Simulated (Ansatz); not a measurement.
**C2H4ClFSi: small, medium and large basis sets**

The task here is to estimate one member of a computed series from the others.

Computed with Ansatz 0.2.0, Gaussian basis. Level: one geometry, several basis sets.

Levels to be run: PBE0-D4/def2-SVP; ωB97M-V/def2-SVP; PBE0-D4/def2-QZVPP; ωB97M-V/def2-QZVPP; the functionals' def2-TZVPP values are taken from earlier runs.

## Structure used throughout

All runs share one geometry, relaxed beforehand with PBE0-D4 in a triple-zeta def2 set.

SMILES `F[C@H]1[SiH2][C@@H]1Cl`, 9 atoms, charge 0, spin multiplicity 1.

Atoms are counted from 1 here; the program's logs count them from 0.

Bond lengths: F1–C2 1.366 Å, C2–Si3 1.873 Å, C2–C4 1.507 Å, C2–H6 1.090 Å, Si3–C4 1.868 Å, Si3–H7 1.476 Å, Si3–H8 1.476 Å, C4–Cl5 1.757 Å, C4–H9 1.089 Å. Angles: F1–C2–Si3 127.3°, F1–C2–C4 117.5°, F1–C2–H6 111.2°, Si3–C2–C4 66.1°, Si3–C2–H6 113.7°, C4–C2–H6 113.7°, C2–Si3–C4 47.5°, C2–Si3–H7 116.6°, C2–Si3–H8 121.8°, C4–Si3–H7 121.2°, C4–Si3–H8 115.6°, H7–Si3–H8 116.6°, C2–C4–Si3 66.4°, C2–C4–Cl5 120.0°, C2–C4–H9 111.8°, Si3–C4–Cl5 129.5°, Si3–C4–H9 110.8°, Cl5–C4–H9 111.0°.

The first run:

The input, in.yaml:

```yaml
crystal:
  periodic: [false, false, false]
  atoms:
    - {symbol: F, position_ang: [-1.573997, -1.029030, 0.940048]}
    - {symbol: C, position_ang: [-0.471557, -0.240596, 0.773787]}
    - {symbol: Si, position_ang: [1.004418, -0.571264, -0.330463]}
    - {symbol: C, position_ang: [-0.419484, 0.631277, -0.454418]}
    - {symbol: Cl, position_ang: [-0.423027, 2.380959, -0.290893]}
    - {symbol: H, position_ang: [-0.219624, 0.284062, 1.694933]}
    - {symbol: H, position_ang: [2.321567, -0.145701, 0.182261]}
    - {symbol: H, position_ang: [1.003834, -1.664542, -1.322381]}
    - {symbol: H, position_ang: [-1.133631, 0.308534, -1.209976]}
basis:
  gaussian: {orbitals: def2-SVP}
hamiltonian: {xc: pbe0, dispersion: d4}
output: {orbitals: {seedname: orbitals}}
```

Launch:

```sh
> ansatz run in.yaml --threads 4 --pin off --events-out ev --progress --plain --max-ram 10444MiB
```

Among the steps run: PBE0-D4 in def2-SVP; ωB97M-V in def2-SVP; PBE0-D4 in def2-QZVPP; ωB97M-V in def2-QZVPP.

One of the session's tables, all rows but one given; the rest of the session is left out.

```
functional       basis  HOMO (eV)
   PBE0-D4    def2-SVP      -7.25
   PBE0-D4  def2-TZVPP      -7.35
   PBE0-D4  def2-QZVPP      -7.39
   ωB97M-V    def2-SVP      -9.36
   ωB97M-V  def2-TZVPP          ?
   ωB97M-V  def2-QZVPP      -9.54
```

**Question.** Estimate the row for ωB97M-V, def2-TZVPP.

**Answer.** HOMO (eV): -9.49. In the column «HOMO (eV)» it lies between ωB97M-V, def2-QZVPP (-9.54) and ωB97M-V, def2-SVP (-9.36).
